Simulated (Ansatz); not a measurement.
# CH₅Ge (quartet): the correlation ladder, cc-pVDZ

One table from this session's results is given with a row withheld; the runs are named, their logs left out.

Program: Ansatz 0.2.0, Gaussian basis. Level of theory: cc-pVDZ, core rule «outside noble gas», up to 15 orbitals frozen. These are calculated values, not measurements.

To be run: UHF; CCSD(T) on ROHF; CCSD(T) on UHF; BCCD(T) on ROHF; CISD; CCSDT(Q) on ROHF; CCSDT(Q) on UHF.

4 further runs of the same task are left out: 4 set aside as unsound or not needed.

## The geometry

The geometry is a PBE0/def2-TZVP stationary point (not a proven minimum) of the parent state, kept for this charge and spin. No spin-orbit coupling is included. The filled d shell of Ge may be among the frozen orbitals whatever the setting's name suggests; the logs give the count.

7 atoms, charge 0, spin multiplicity 4.

Atoms are counted from 1 here; the program's logs count them from 0.

Bond lengths: Ge1–C2 1.960 Å, Ge1–H3 1.546 Å, Ge1–H4 1.546 Å, C2–H5 1.090 Å, C2–H6 1.093 Å, C2–H7 1.090 Å. Angles: C2–Ge1–H3 111.3°, C2–Ge1–H4 111.3°, H3–Ge1–H4 109.6°, Ge1–C2–H5 110.3°, Ge1–C2–H6 109.7°, Ge1–C2–H7 110.3°, H5–C2–H6 108.8°, H5–C2–H7 109.0°, H6–C2–H7 108.8°.

Geometry (Å):

```xyz
7
CH5Ge
Ge   -0.03008    0.00000    0.32756
C     0.05576    0.00000   -1.63062
H     0.63694   -1.26300    0.91934
H     0.63694    1.26300    0.91934
H    -0.43507    0.88726   -2.03063
H     1.09979    0.00000   -1.95306
H    -0.43507   -0.88726   -2.03063
```

Set-up of the first run:

File in.yaml:

```yaml
crystal:
  periodic: [false, false, false]
  atoms:
    - {symbol: Ge, position_ang: [-0.030083, 0.000000, 0.327556]}
    - {symbol: C, position_ang: [0.055764, 0.000000, -1.630617]}
    - {symbol: H, position_ang: [0.636940, -1.262999, 0.919344]}
    - {symbol: H, position_ang: [0.636941, 1.262999, 0.919344]}
    - {symbol: H, position_ang: [-0.435069, 0.887264, -2.030634]}
    - {symbol: H, position_ang: [1.099792, 0.000000, -1.953064]}
    - {symbol: H, position_ang: [-0.435069, -0.887263, -2.030634]}
basis:
  gaussian: {orbitals: cc-pVDZ}
magnetization: {spin_polarized: true, initial_magnetization: 3}
hamiltonian: {xc: hf}
output: {orbitals: {seedname: orbitals}}
```

Launch:

```sh
$ ansatz run in.yaml --threads 1 --pin off --events-out ev --progress --plain --max-ram 4096MiB --backend cpu
```

Steps of the session up to this table: UHF; CCSD(T) on ROHF; CCSD(T) on UHF; BCCD(T) on ROHF; CISD; CCSDT(Q) on ROHF; CCSDT(Q) on UHF.

One table of the session follows, with a row left open; its other results are not shown here.

It belongs to the step «Misses and costs». 

```
   method  from UCCSDT(Q) (meV)
     ROHF               +7487.1
      UHF               +7364.9
     RMP2               +1404.8
     UMP2               +1405.5
    RCCSD                +259.2
    UCCSD                +249.5
 RCCSD(T)                 +57.5
 UCCSD(T)                 +50.0
  BCCD(T)                 +57.0
   RCCSDT                     ?
   UCCSDT                  +9.2
RCCSDT(Q)                  +8.9
UCCSDT(Q)                     0
```

Estimate the missing values for RCCSDT.

The run gave: from UCCSDT(Q) (meV): +17.4. In the column «from UCCSDT(Q) (meV)» it lies between UCCSDT (+9.2) and UCCSD(T) (+50.0).

Not comparable, so not listed: CISD (they don't share determinant, frozen orbitals or solution with the rows shown, or repeat one).

Caveats from the session: Restricted and unrestricted rows rest on different reference determinants; where their highest levels disagree by more than a few hundredths of an eV, they describe different states and don't form one ladder.
